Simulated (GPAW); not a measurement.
# MgMnCoO4 (P1) in GPAW: dielectric tensor with PBE

Aim: the dielectric tensor of MgMnCoO4 with PBE.

Program: GPAW 26.7.0. These are calculated values, not measurements. Logs are shortened: lines on timing, memory, paths and dates and some standing lists are left out, and cuts for length are marked. The log counts tension as positive stress, the text compression.

### 1 Starting point

The typed cell holds 7 atoms: a = 2.931 Å, b = 5.218 Å, c = 5.239 Å, α = 74.12°, β = 88.80°, γ = 87.65°.

The cell comes from a database or a generator and needn't be the stable form of this composition.

### 2 Dielectric tensor, PBE, collinear spin, ferromagnetic start

Input file run.py:

```python
import numpy as np
from ase import Atoms
from ase.dft.bandgap import bandgap
from ase.io import write
from gpaw import GPAW, PW
from gpaw.response.df import DielectricFunction

atoms = Atoms(['Co', 'Mn', 'Mg', 'O', 'O', 'O', 'O'],
              cell=[[2.931000206, 0.0, 0.0],
                    [0.2141127943, 5.2136631061, 0.0],
                    [0.1098687336, 1.4299112562, 5.0392798726]],
              scaled_positions=[[0.96320796, 0.57790838, 0.58702838],
                                [0.50692579, 0.96815776, 0.96722393],
                                [0.47398835, 0.30014814, 0.29112471],
                                [0.49359182, 0.28676087, 0.67303999],
                                [0.99131377, 0.14166967, 0.13122626],
                                [0.02403382, 0.81668766, 0.81986573],
                                [0.5099655, 0.6799395, 0.287873]],
              pbc=True)
atoms.set_initial_magnetic_moments([3.0, 5.0, 0.0, 0.0, 0.0, 0.0, 0.0])

calc = GPAW(mode=PW(600),
            xc='PBE',
            kpts={'size': (4, 3, 3), 'gamma': True},
            occupations={'name': 'fermi-dirac', 'width': 0.001},
            nbands=51,
            convergence={'density': 0.0001},
            maxiter=150,
            txt='gpaw.txt')
atoms.calc = calc
energy = atoms.get_potential_energy()
calc.write('gs.gpw')
write('result.traj', atoms)
print(f'Energy: {energy:.6f} eV')
print('Moments:', calc.get_magnetic_moments().round(3))
print('Fermi level:', round(calc.get_fermi_level(), 4), 'eV')
print(f'Gap: {bandgap(calc)[0]:.4f} eV, direct: {bandgap(calc, direct=True)[0]:.4f} eV')

for size in [(4, 3, 3), (6, 4, 3)]:
    name = 'x'.join(str(n) for n in size)
    dense = calc.fixed_density(kpts={'size': size, 'gamma': True},
                               nbands=91, convergence={'bands': 85, 'eigenstates': 1e-7},
                               update_fermi_level=True, txt=f'dense-{name}.txt')
    dense.write(f'{name}.gpw', mode='all')
    df = DielectricFunction(f'{name}.gpw', frequencies=np.array([0.0]), hilbert=False, eta=0.001,
                            ecut=80, nbands=85, intraband=False, txt=f'df-{name}.txt')
    for xc in ['RPA']:
        for direction in ['x', 'y', 'z', [0, 1, 1], [1, 0, 1], [1, 1, 0]]:
            e0, e = df.get_macroscopic_dielectric_constant(xc=xc, direction=direction)
            print(f'{name} {xc} {direction}: {e0:.4f} without, {e:.4f} with local fields')
```

Potentials or basis: GPAW PAW data sets (gpaw-data 1.2.1), pw.

On the command line:

```
$ OMP_NUM_THREADS=1 python run.py
```

gpaw.txt:

```text
__  _  _
 | _ |_)|_||  |
 |__||  | ||/\| - 26.7.0

Input parameters:
  mode=PW(ecut=600.0),
  convergence={'density': 0.0001},
  kpts=MonkhorstPack(size=(4, 3, 3), gamma=True),
  maxiter=150,
  nbands=51,
  occupations=Occupations(name='fermi-dirac', width=0.001),
  xc=XC(name='PBE')

Diagonalizing LCAO Hamiltonian
Converting LCAO to pw mode

              Mn
          O

           O   Co
            O

          Mg
             O

Atoms  # Å, Bohr magnetons
|   | symbol |        x |        y |        z |    initial magnetic moments |
|---|--------|----------|----------|----------|-----------------------------|
| 0 |     Co | 3.011396 | 3.852418 | 2.958200 | ( 0.0000,  0.0000,  3.0000) |
| 1 |     Mn | 1.799362 | 6.430693 | 4.874112 | ( 0.0000,  0.0000,  5.0000) |
| 2 |     Mg | 1.485511 | 1.981154 | 1.467059 | ( 0.0000,  0.0000,  0.0000) |
| 3 |      O | 1.582063 | 2.457462 | 3.391637 | ( 0.0000,  0.0000,  0.0000) |
| 4 |      O | 2.950292 | 0.926260 | 0.661286 | ( 0.0000,  0.0000,  0.0000) |
| 5 |      O | 0.335384 | 5.430270 | 4.131533 | ( 0.0000,  0.0000,  0.0000) |
| 6 |      O | 1.671921 | 3.956608 | 1.450673 | ( 0.0000,  0.0000,  0.0000) |

Unit cell  # Å
| periodic |        x |        y |        z |  lengths |    angles |
|----------|----------|----------|----------|----------|-----------|
|      yes | 2.931000 | 0.000000 | 0.000000 | 2.931000 | 74.124560 |
|      yes | 0.214113 | 5.213663 | 0.000000 | 5.218058 | 88.798430 |
|      yes | 0.109869 | 1.429911 | 5.039280 | 5.239376 | 87.648320 |

Number of symmetries: 1
Symmetry operations  # r_c * U_cc + t_c -> r_c
|   | kind |            matrix            |
|---|------|------------------------------|
| 0 |  E   |  1, 0, 0,  0, 1, 0,  0, 0, 1 |

BZ-sampling:
  Number of BZ points: 36
  Number of IBZ points: 19

  Monkhorst-Pack size: [4, 3, 3]
  Monkhorst-Pack shift: [0.125, 0.0, 0.0]

K-points  # in reciprocal-cell coordinates
|     |                                coordinates |     weight |
|-----|--------------------------------------------|------------|
|   0 | (  0.00000000,   0.00000000,   0.00000000) | 0.02777778 |
|   1 | (  0.00000000,   0.00000000,   0.33333333) | 0.05555556 |
|   2 | (  0.00000000,   0.33333333,  -0.33333333) | 0.05555556 |
|   3 | (  0.00000000,   0.33333333,   0.00000000) | 0.05555556 |
|   4 | (  0.00000000,   0.33333333,   0.33333333) | 0.05555556 |
|   5 | (  0.25000000,  -0.33333333,  -0.33333333) | 0.05555556 |
|   6 | (  0.25000000,  -0.33333333,   0.00000000) | 0.05555556 |
|   7 | (  0.25000000,  -0.33333333,   0.33333333) | 0.05555556 |
|   8 | (  0.25000000,   0.00000000,  -0.33333333) | 0.05555556 |
|   9 | (  0.25000000,   0.00000000,   0.00000000) | 0.05555556 |
| ... |                                            |            |
|  18 | (  0.50000000,   0.33333333,   0.33333333) | 0.05555556 |

Plane wave coefficients: 2594
Cutoff: 600.0 eV

Spin-components: 2 (collinear spins)
Bands:           51
Projectors:      37
Spin-degeneracy: 1
Datatype:        complex128

Parallelization:
  kpt:    1
  domain: 1
  band:   1

Density:
  Valence electrons: 58.0
  Components: 2
  Grid points: [18 30 30]
  Charge: 0.0  # |e|

Potential:
  Grid points: [18 30 30]

species:
  Co:
    name:    Cobalt
    Z:       27.0
    valence: 9
    core:    18
    charge:  0.0  # [|e|]
    compensation charges:
      type: gauss
      rc: 0.32  # [Å]
      lmax: 2
    cutoffs:
      filter: 1.87  # [Å]
      core: 2.55  # [Å]
    projectors
    | kind |    occ | energy [eV] | rcut [Å] |
    |------|--------|-------------|----------|
    |   4s |  2.000 |      -5.469 |    1.005 |
    |   4p |  0.000 |      -1.277 |    1.058 |
    |   3d |  7.000 |      -8.205 |    1.005 |
    |    s |        |      21.742 |    1.005 |
    |    p |        |      25.934 |    1.058 |
    |    d |        |      19.007 |    1.005 |

    Using partial waves for Co as LCAO basis

  Mn:
    name:    Manganese
    Z:       25.0
    valence: 15
    core:    10
    charge:  0.0  # [|e|]
    compensation charges:
      type: gauss
      rc: 0.38  # [Å]
      lmax: 2
    cutoffs:
      filter: 2.14  # [Å]
      core: 0.86  # [Å]
    projectors
    | kind |    occ | energy [eV] | rcut [Å] |
    |------|--------|-------------|----------|
    |   3s |  2.000 |     -85.859 |    1.275 |
    |   4s |  2.000 |      -5.106 |    1.275 |
    |   3p |  6.000 |     -54.597 |    1.281 |
    |   4p |  0.000 |      -1.371 |    1.281 |
    |   3d |  5.000 |      -6.771 |    1.138 |
    |    d |        |      20.441 |    1.138 |

    Using partial waves for Mn as LCAO basis

  Mg:
    name:    Magnesium
    Z:       12.0
    valence: 10
    core:    2
    charge:  0.0  # [|e|]
    compensation charges:
      type: gauss
      rc: 0.33  # [Å]
      lmax: 2
    cutoffs:
      filter: 1.86  # [Å]
      core: 0.54  # [Å]
    projectors
    | kind |    occ | energy [eV] | rcut [Å] |
    |------|--------|-------------|----------|
    |   2s |  2.000 |     -79.840 |    1.090 |
    |   3s |  2.000 |      -4.705 |    1.090 |
    |   2p |  6.000 |     -46.613 |    1.085 |
    |   3p |  0.000 |      -1.330 |    1.085 |
    |    d |        |       0.000 |    1.037 |

    Using partial waves for Mg as LCAO basis

  O:
    name:    Oxygen
    Z:       8.0
    valence: 6
    core:    2
    charge:  0.0  # [|e|]
    compensation charges:
      type: gauss
      rc: 0.21  # [Å]
      lmax: 2
    cutoffs:
      filter: 1.17  # [Å]
      core: 0.83  # [Å]
    projectors
    | kind |    occ | energy [eV] | rcut [Å] |
    |------|--------|-------------|----------|
    |   2s |  2.000 |     -23.961 |    0.688 |
    |   2p |  4.000 |      -9.029 |    0.598 |
    |    s |        |       3.251 |    0.688 |
    |    p |        |      18.182 |    0.598 |
    |    d |        |       0.000 |    0.619 |

    Using partial waves for O as LCAO basis

Reference energy: -83029.852072  # eV

eigensolver:
  PPCG
  Converge bands: occupied
  niter=2

density mixing:
  MSR1-Mixer
  Pratt-step length: 0.05
  Maximum mixing coefficient: 0.75
  Old densities: 10
  SVD Regularization: 0.005
  Good broyden scale: 1.0
  Trust region scale: 1.0
  Backstep threshold: 4.0
  History deletion threshold: 6.0
  Fourier metric: weight=20.0, sigma=0.015

occupation numbers:
  Fermi-Dirac:
    width: 0.0010  # eV

poisson solver:
  ecut: 4800.0  # eV

xc functional:
  name: PBE with 2 nearest neighbor stencil

convergence criteria:
- Maximum integral of absolute [dens]ity change: 0.0001 electrons / valence electron
- Maximum [total energy] change in last 3 cyles: 0.0005 eV / valence electron
- Maximum integral of absolute [eigenst]ate change: 4e-08 eV^2 / valence electron
maximum number of iterations: 150

SCF iterations
|iter     | |      energy | eigst |  dens |  magmom |
|---------|-|-------------|-------|-------|---------|
|iter:   1| |  -54.816519 | +0.27 |       |  +8.0072|
|iter:   2| |  -52.976896 | -1.37 | -0.80 |  +7.9681|
|iter:   3| |  -68.741343 | -0.68 | -0.84 |  +7.1378|
|iter:   4| |  -50.642925 | -0.82 | -0.51 |  +7.0213|
|iter:   5| |  -50.518643 | -1.96 | -1.04 |  +6.6811|
|iter:   6| |  -50.472340 | -1.84 | -1.18 |  +6.2190|
|iter:   7| |  -50.374733 | -2.56 | -1.37 |  +5.9404|
|iter:   8| |  -50.380718 | -2.80 | -1.67 |  +5.8788|
|iter:   9| |  -50.446461 | -2.85 | -1.94 |  +5.9040|
|iter:  10| |  -50.454911 | -2.46 | -1.84 |  +6.0523|
|iter:  11| |  -50.437582c| -2.87 | -1.97 |  +6.0001|
|iter:  12| |  -50.434448c| -3.95 | -2.42 |  +5.9952|
|iter:  13| |  -50.436866c| -4.21 | -2.65 |  +5.9961|
|iter:  14| |  -50.439032c| -4.07 | -2.80 |  +6.0054|
|iter:  15| |  -50.439442c| -4.91 | -2.99 |  +6.0041|
|iter:  16| |  -50.440589c| -5.06 | -3.20 |  +6.0048|
|iter:  17| |  -50.441213c| -5.16 | -3.34 |  +6.0015|
|iter:  18| |  -50.441531c| -5.08 | -3.37 |  +5.9986|
|iter:  19| |  -50.441552c| -6.14 | -3.72 |  +5.9991|
|iter:  20| |  -50.441562c| -6.33 | -3.80 |  +5.9996|
|iter:  21| |  -50.441563c| -7.38 | -4.31c|  +6.0001|
|iter:  22| |  -50.441563c| -7.54c| -4.72c|  +6.0001|

Converged in 22 steps
Energy contributions relative to reference atoms: (reference = -83029.852072)

Energy contributions:
  Kinetic:          45.387894
  Coulomb:         -44.226829
  Zero:              0.608992
  External:          0.000000
  Xc:              -52.211620
  Entropy:           0.000000
  Spinorbit:         0.000000
  ----------------------------
  Free energy:     -50.441563
  Extrapolated:    -50.441563

dipole moment: (7.975619, 10.995495, 8.061415)  # |e|*Ang

Total magnetic moment: (0.000000, 0.000000, 6.000079)

Local magnetic moments
|        x |        y |        z |
|----------|----------|----------|
| 0.000000 | 0.000000 | 2.501038 |  # Co   0
| 0.000000 | 0.000000 | 2.709143 |  # Mn   1
| 0.000000 | 0.000000 | 0.002195 |  # Mg   2
| 0.000000 | 0.000000 | 0.141343 |  # O    3
| 0.000000 | 0.000000 | 0.027138 |  # O    4
| 0.000000 | 0.000000 | 0.076985 |  # O    5
| 0.000000 | 0.000000 | 0.142479 |  # O    6

Fermi level: 5.644
Eigenvalues  # (at kpt = [0.000, 0.000, 0.000])
| band index |      eig [eV] | occ [0-1] |      eig [eV] | occ [0-1] |
|------------|---------------|-----------|---------------|-----------|
|          0 |       -76.361 |     1.000 |       -73.271 |     1.000 |
|        ... |               |           |               |           |
|         21 |         2.254 |     1.000 |         3.029 |     1.000 |
|         22 |         2.311 |     1.000 |         3.736 |     1.000 |
|         23 |         2.855 |     1.000 |         4.070 |     1.000 |
|         24 |         2.953 |     1.000 |         4.820 |     1.000 |
|         25 |         3.271 |     1.000 |         5.543 |     1.000 |
|         26 |         3.613 |     1.000 |         5.896 |     0.000 |
|         27 |         3.853 |     1.000 |         6.182 |     0.000 |
|         28 |         4.472 |     1.000 |         6.317 |     0.000 |
|         29 |         4.626 |     1.000 |         6.696 |     0.000 |
|         30 |         4.697 |     1.000 |         7.249 |     0.000 |
|         31 |         5.552 |     1.000 |         7.921 |     0.000 |
|         32 |         6.695 |     0.000 |         8.075 |     0.000 |
|         33 |         7.044 |     0.000 |         8.308 |     0.000 |
|         34 |         8.044 |     0.000 |         8.544 |     0.000 |
|         35 |        12.460 |     0.000 |        12.946 |     0.000 |
|         36 |        13.459 |     0.000 |        13.703 |     0.000 |
|        ... |               |           |               |           |
|         50 |        25.247 |     0.000 |        25.683 |     0.000 |

Gap: 0.118 eV
Transition (v -> c):
  (s=1, k=9, n=25, [0.25, 0.00, 0.00]) -> (s=1, k=1, n=26, [0.00, 0.00, 0.33])
Direct/indirect transitions are different
Direct gap: 0.181 eV
Transition at: (s=1, k=1, n=25, [0.00, 0.00, 0.33])
# Writing to gs.gpw (mode='')
```

Run time: 18 min. Hardware: 1 thread of Arm Neoverse V2, shared host; peak memory 1.1 GiB.

What came out:

| Item | Value |
| --- | --- |
| Free energy | -50.4416 eV |
| Band gap on the k mesh | 0.12 eV, indirect (least direct gap 0.18 eV) |
| Net moment | 6.00 μB per cell |
| Site moments | Co +2.50; Mn +2.71; Mg +0.00; O +0.14, +0.03, +0.08 μB |
| Electronic dielectric tensor (diagonal) | 13.77, 11.78, 12.89 |

Electronic dielectric tensor:
```
13.77  0.69 -0.39
 0.69 11.78 -1.25
-0.39 -1.25 12.89
```

Caveat: the k mesh is coarse; the gap is small at this level, which inflates the dielectric constant; the long-wavelength limit can be off by several per cent where d states take part; an odd mesh through Γ misses points on the zone boundary, where band edges often lie; only a ferromagnetic start was run, and an antiferromagnetic order may lie lower in energy.
